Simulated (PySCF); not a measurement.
# C4H17PSi4: magnetic properties

Aim: compute the magnetic properties of C4H17PSi4 (`[SiH3]P([SiH3])[SiH2]C[SiH2]C1CC1`).

Computed with PySCF 2.14.0 and routines of our own; the level stands in each step. Atoms count from 0.

### 1 The system as given

26 atoms, charge 0, multiplicity 1; geometry from: GFN2-xTB.

### 2 Magnetic properties: GIAO KT3/pcSseg-1

What the job is given:

```
{"job": {"kind": "mag", "xc": "KT3", "basis": "pcSseg-1", "isotopologues": 0}, "charge": 0, "multiplicity": 1}
Si    -3.052446    -0.194596    -1.947015
P     -2.895660     1.275151    -0.288394
Si    -4.718378     0.831405     0.896603
Si    -1.308059     0.353845     0.980501
C      0.334851     0.500200     0.055214
Si     1.811238    -0.225689     0.997430
C      3.382420     0.084959     0.004921
C      4.594735    -0.777166     0.217853
C      3.820139    -0.893887    -1.050716
H     -1.888366     0.003216    -2.810437
H     -4.285708     0.094139    -2.675672
H     -3.075681    -1.586812    -1.485489
H     -5.861280     1.194339     0.061370
H     -4.658828     1.663047     2.095662
H     -4.826339    -0.578110     1.282790
H     -1.604115    -1.052350     1.291252
H     -1.294649     1.105063     2.237868
H      0.245786     0.009043    -0.914359
H      0.519606     1.553096    -0.158475
H      1.937445     0.402582     2.317689
H      1.624276    -1.671308     1.170323
H      3.599674     1.123336    -0.221464
H      5.569176    -0.312549     0.185830
H      4.525696    -1.582724     0.932828
H      4.257999    -0.507794    -1.959808
H      3.225423    -1.782251    -1.203031
```

Method: GIAO KT3/pcSseg-1 magnetisability, rotational g tensor and spin-rotation constants, non-relativistic, gas phase.

Started as:

```
$ OMP_NUM_THREADS=1 python excited_run.py task.json out
```

This one command runs all jobs of the session in turn.

Standard output:

```text
coarse grid: 23008 points
cycle   1  E = -1676.1467410706  dE =  3.772e-01  |g| = 6.137e-01  |ddm| = 4.622e+00
cycle   2  E = -1676.0083799905  dE =  1.384e-01  |g| = 9.234e-01  |ddm| = 1.783e+00
cycle   3  E = -1676.2520124023  dE = -2.436e-01  |g| = 9.810e-02  |ddm| = 1.219e+00
cycle   4  E = -1676.2547267203  dE = -2.714e-03  |g| = 3.779e-02  |ddm| = 2.030e-01
cycle   5  E = -1676.2551617687  dE = -4.350e-04  |g| = 9.833e-03  |ddm| = 6.509e-02
cycle   6  E = -1676.2551866185  dE = -2.485e-05  |g| = 2.697e-03  |ddm| = 1.309e-02
cycle   7  E = -1676.2551887140  dE = -2.096e-06  |g| = 8.152e-04  |ddm| = 4.586e-03
final grid: 195792 points
cycle   8  E = -1676.3528145211  dE = -2.834e-04  |g| = 2.089e-02  |ddm| = 4.540e-02
cycle   9  E = -1676.3528132614  dE =  1.260e-06  |g| = 1.346e-02  |ddm| = 2.274e-02
cycle  10  E = -1676.3528361379  dE = -2.288e-05  |g| = 5.479e-03  |ddm| = 1.909e-02
cycle  11  E = -1676.3528450861  dE = -8.948e-06  |g| = 6.283e-04  |ddm| = 7.761e-03
cycle  12  E = -1676.3528452173  dE = -1.312e-07  |g| = 1.474e-04  |ddm| = 1.284e-03
cycle  13  E = -1676.3528452231  dE = -5.891e-09  |g| = 4.831e-05  |ddm| = 2.251e-04
cycle  14  E = -1676.3528452238  dE = -6.567e-10  |g| = 1.171e-05  |ddm| = 6.952e-05
converged SCF energy = -1676.3528452238

Magnetisability tensor (1e-30 J/T^2)
    -2428.87      -65.50       60.79
      -65.50    -2423.01       45.79
       60.79       45.79    -2358.74
isotropic -2403.54   principal values   -2525.80  -2362.06  -2322.77
isotropic susceptibility -144.745 1e-6 cm^3/mol

Inertial axes            a          b          c
rot. const./GHz      1.6685     0.2457     0.2236
chi total          -144.872   -140.962   -148.400
chi diamagnetic    -953.960  -5036.568  -5522.124
chi paramagnetic    809.088   4895.606   5373.724
quadrupole/D A        3.986     -0.646     -3.340
g nuclear            0.6102     0.5613     0.5620
g electronic        -0.6342    -0.5650    -0.5644
g total             -0.0240    -0.0037    -0.0024

Spin-rotation constants (kHz, H = +C I.J)
atom  isotope        aa         bb         cc
  1    31P        1.057      0.175      0.186
  9     1H       -0.022     -0.013     -0.017
 10     1H        0.025     -0.016     -0.021
 11     1H       -0.149     -0.022      0.008
 12     1H        0.001     -0.013     -0.020
 13     1H       -0.149      0.006     -0.018
 14     1H       -0.149     -0.023      0.008
 15     1H       -0.144     -0.023      0.010
 16     1H       -0.142      0.008     -0.019
 17     1H       -0.174      0.002     -0.027
 18     1H       -0.177     -0.031      0.002
 19     1H       -0.146      0.010     -0.019
 20     1H       -0.154     -0.024      0.008
 21     1H       -0.178     -0.029     -0.000
 22     1H       -0.030     -0.026     -0.018
 23     1H       -0.168     -0.021     -0.006
 24     1H       -0.164     -0.008     -0.017
 25     1H       -0.149     -0.021     -0.008
  0   29Si*      -0.946     -0.120     -0.116
  3   29Si*      -0.880     -0.148     -0.130
  4    13C*       0.202      0.029      0.022
  5   29Si*      -0.897     -0.150     -0.135
  6    13C*       0.225      0.032      0.018
  7    13C*       0.247      0.034      0.019
* in the singly substituted isotopologue
```

Run time: 2.9 min. Hardware: 1 thread of Arm Neoverse N1, shared host; peak memory 1.2 GiB.

In short:

| quantity | value |
| --- | --- |
| magnetisability | -2404·10⁻³⁰ J/T² |
| molar susceptibility | -144.7·10⁻⁶ cm³/mol |
| rotational g (a, b, c) | -0.0240, -0.0037, -0.0024 |

### 3 What came out

| quantity | value |
| --- | --- |
| magnetisability (step 2, GIAO KT3/pcSseg-1) | -2404·10⁻³⁰ J/T² |
| molar susceptibility (step 2, GIAO KT3/pcSseg-1) | -144.7·10⁻⁶ cm³/mol |
| rotational g (a, b, c) (step 2, GIAO KT3/pcSseg-1) | -0.0240, -0.0037, -0.0024 |

**Reading.** The values above hold for this geometry and these levels alone. Vibrational averaging and real surroundings are missing from these values.
